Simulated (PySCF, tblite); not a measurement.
# C₃H₁₂N₂OSi₂: geometry, infrared bands and NMR shifts

What infrared bands and NMR shifts should C₃H₁₂N₂OSi₂ (`CC(C)O[SiH]1N[SiH2]N1`) show?

Computed with tblite 0.8.0 and PySCF 2.14.0, with density-fitted response routines of our own, on a single molecule in the gas phase. Atoms count from 0, in the outputs and in this text.

### Step 1. The molecule as given

20 atoms, charge 0, multiplicity 1; geometry from: force field or distance geometry start.

Bonds of the start (Å): C0–C1 1.53, C1–C2 1.51, C1–O3 1.40, O3–Si4 1.70, Si4–N5 1.79, N5–Si6 1.79, Si6–N7 1.79, N7–Si4 1.80, C0–H8 1.11, C0–H9 1.11, C0–H10 1.10, C1–H11 1.10, C2–H12 1.11, C2–H13 1.10, C2–H14 1.12, Si4–H15 1.46, N5–H16 1.03, Si6–H17 1.46, Si6–H18 1.48, N7–H19 1.05.

### Step 2. Relaxing the molecule with GFN2-xTB

What the job is given:

```
{"job": {"kind": "relax", "xc": "GFN2-xTB", "basis": "xTB"}, "charge": 0, "multiplicity": 1}
C     -2.465000    -0.960200    -0.596000
C     -1.460000     0.185700    -0.690500
C     -2.048500     1.507200    -0.270400
O     -0.500600    -0.119600     0.284100
Si     1.052900    -0.377200    -0.352100
N      2.064000    -1.188500     0.882800
Si     3.400100    -0.119900     0.348800
N      2.146400     1.045600    -0.164500
H     -3.151400    -0.982400    -1.462300
H     -1.886300    -1.901200    -0.483400
H     -3.041900    -0.839300     0.335000
H     -1.014600     0.201200    -1.701600
H     -1.370100     1.960800     0.486100
H     -3.032700     1.341200     0.189400
H     -2.082500     2.235900    -1.117000
H      1.099300    -1.008500    -1.663700
H      2.157100    -2.186400     0.632300
H      4.140300    -0.782600    -0.719700
H      4.210000     0.378400     1.485300
H      1.778400     1.620600     0.632200
```

Run with:

```bash
OMP_NUM_THREADS=1 python probes_run.py task.json out
```

This one command runs all jobs of the session in turn.

**Question.** This job is followed by: GFN2-xTB harmonic vibrations, gas phase; GIAO PBE0/pcSseg-1 NMR shielding, non-relativistic, gas phase. What will the session give for the following? strongest single infrared mode (GFN2-xTB); zero-point energy (GFN2-xTB); 13C shifts against TMS (PBE0/pcSseg-1, means over atoms taken as alike); 1H shifts against TMS (PBE0/pcSseg-1, means over atoms taken as alike); 17O shifts against H2O (PBE0/pcSseg-1); 29Si shifts against TMS (PBE0/pcSseg-1); 15N shifts against NH3 (PBE0/pcSseg-1, means over atoms taken as alike).

**Answer**, as computed:

| quantity | value |
| --- | --- |
| strongest single infrared mode (GFN2-xTB) | 2245 cm⁻¹, 744 km/mol |
| zero-point energy (GFN2-xTB) | 96.0 kcal/mol |
| 13C shifts against TMS (PBE0/pcSseg-1, means over atoms taken as alike) | 67.6, 28.7 ppm |
| 1H shifts against TMS (PBE0/pcSseg-1, means over atoms taken as alike) | 5.55, 5.54, 5.53, 4.38, 1.30, 0.23 ppm |
| 17O shifts against H2O (PBE0/pcSseg-1) | 122.2 ppm |
| 29Si shifts against TMS (PBE0/pcSseg-1) | -33.1, -40.4 ppm |
| 15N shifts against NH3 (PBE0/pcSseg-1, means over atoms taken as alike) | 33.3 ppm |

Relaxing lowered the energy by 1.250 eV in 234 steps; the close pair that moved most is Si4–Si6, from 2.463 to 2.567 Å. All 54 modes are real, so the xTB geometry is a minimum. The strongest single mode, at 2245 cm⁻¹, moves mainly H17. GFN2-xTB is a fitted tight-binding method: band positions and strengths are rough. Its intensities can rank the bands wrongly. The most deshielded carbon is C1 (sp3 CH bonded to O), at 67.6 ppm: pulled downfield by the heteroatom. At PBE0/pcSseg-1: Shielding is most anisotropic at O3 (span 103 ppm, paramagnetic term -188 ppm).
